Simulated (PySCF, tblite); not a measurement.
# C₆H₁₁BF₂Si: geometry, infrared bands and NMR shifts

What infrared bands and NMR shifts should C₆H₁₁BF₂Si (`CB([SiH2]C(F)F)[C@H]1[C@@H]2C[C@@H]21`) show?

Programs: tblite 0.8.0 and PySCF 2.14.0, with density-fitted response routines of our own. Each step states its level of theory. These are calculated values for one molecule in the gas phase, unless marked as measured. Atoms count from 0, in the outputs and in this text.

## (1) Starting geometry

21 atoms, charge 0, multiplicity 1; geometry from: force field or distance geometry start.

Bonds of the start (Å): C0–B1 1.59, B1–Si2 1.95, Si2–C3 1.85, C3–F4 1.38, C3–F5 1.38, B1–C6 1.59, C6–C7 1.52, C7–C8 1.52, C8–C9 1.51, C9–C6 1.53, C9–C7 1.54, C0–H10 1.12, C0–H11 1.10, C0–H12 1.12, Si2–H13 1.48, Si2–H14 1.47, C3–H15 1.12, C6–H16 1.11, C7–H17 1.11, C8–H18 1.11, C8–H19 1.11, C9–H20 1.11.

## (2) Geometry optimisation with GFN2-xTB

The job: settings as JSON, then the geometry in Å.

```
{"job": {"kind": "relax", "xc": "GFN2-xTB", "basis": "xTB"}, "charge": 0, "multiplicity": 1}
C      0.193500     1.782900     1.310400
B      0.104900     0.893200    -0.009800
Si     1.745800     0.435500    -0.964800
C      2.815800    -0.643300     0.087100
F      3.939700    -1.021000    -0.610000
F      3.192700     0.037900     1.227900
C     -1.311200     0.457800    -0.596500
C     -1.495400    -1.026600    -0.839700
C     -2.861500    -1.498200    -0.384400
C     -2.200100    -0.352500     0.347600
H     -0.399400     2.715600     1.152000
H      1.234100     2.047200     1.541400
H     -0.246900     1.229000     2.179600
H      1.385700    -0.288600    -2.198600
H      2.456700     1.679200    -1.314700
H      2.247200    -1.557800     0.399300
H     -1.864300     1.121800    -1.285400
H     -0.683900    -1.681500    -0.451000
H     -2.871800    -2.457300     0.169900
H     -3.690300    -1.176800    -1.045900
H     -1.700100    -0.679500     1.285200
```

On the command line:

```
$ OMP_NUM_THREADS=1 python probes_run.py task.json out
```

One launch serves the whole session: the jobs run in the order shown.

**Question.** This job is followed by: GFN2-xTB harmonic vibrations, gas phase; GIAO PBE0/pcSseg-1 NMR shielding, non-relativistic, gas phase. What will the session give for the following? strongest single infrared mode (GFN2-xTB); zero-point energy (GFN2-xTB); 13C shifts against TMS (PBE0/pcSseg-1, means over atoms taken as alike); 1H shifts against TMS (PBE0/pcSseg-1, means over atoms taken as alike); 11B shifts against BF3·OEt2 (PBE0/pcSseg-1); 29Si shifts against TMS (PBE0/pcSseg-1); 19F shifts against CFCl3 (PBE0/pcSseg-1, means over atoms taken as alike).

As calculated:

| quantity | value |
| --- | --- |
| strongest single infrared mode (GFN2-xTB) | 2170 cm⁻¹, 344 km/mol |
| zero-point energy (GFN2-xTB) | 96.3 kcal/mol |
| 13C shifts against TMS (PBE0/pcSseg-1, means over atoms taken as alike) | 129.4, 55.8, 34.0, 24.3, 12.2 ppm |
| 1H shifts against TMS (PBE0/pcSseg-1, means over atoms taken as alike) | 6.58, 3.96, 2.57, 1.55, 1.39, 0.96, 0.56 ppm |
| 11B shifts against BF3·OEt2 (PBE0/pcSseg-1) | 97.2 ppm |
| 29Si shifts against TMS (PBE0/pcSseg-1) | -71.0 ppm |
| 19F shifts against CFCl3 (PBE0/pcSseg-1, means over atoms taken as alike) | -137.4 ppm |

What this shows: The optimisation took 277 steps and gained 1.619 eV; among the close pairs (by a distance rule), Si2–C3 changed most, from 1.848 to 1.954 Å. The lowest mode is slightly imaginary (5i cm⁻¹), a soft motion within the noise of the Hessian, so the minimum is not strictly shown. The strongest single mode, at 2170 cm⁻¹, moves mainly H13. GFN2-xTB is a fitted tight-binding method: band positions and strengths are rough. Its intensities can rank the bands wrongly. The most deshielded hydrogen is H15 (hydrogen on an sp3 CH bonded to 2 F and Si), at 6.58 ppm: its carbon carries F, hence the downfield position. At PBE0/pcSseg-1: Shielding is most anisotropic at F4, F5 (span 253 ppm, paramagnetic term -165 ppm).
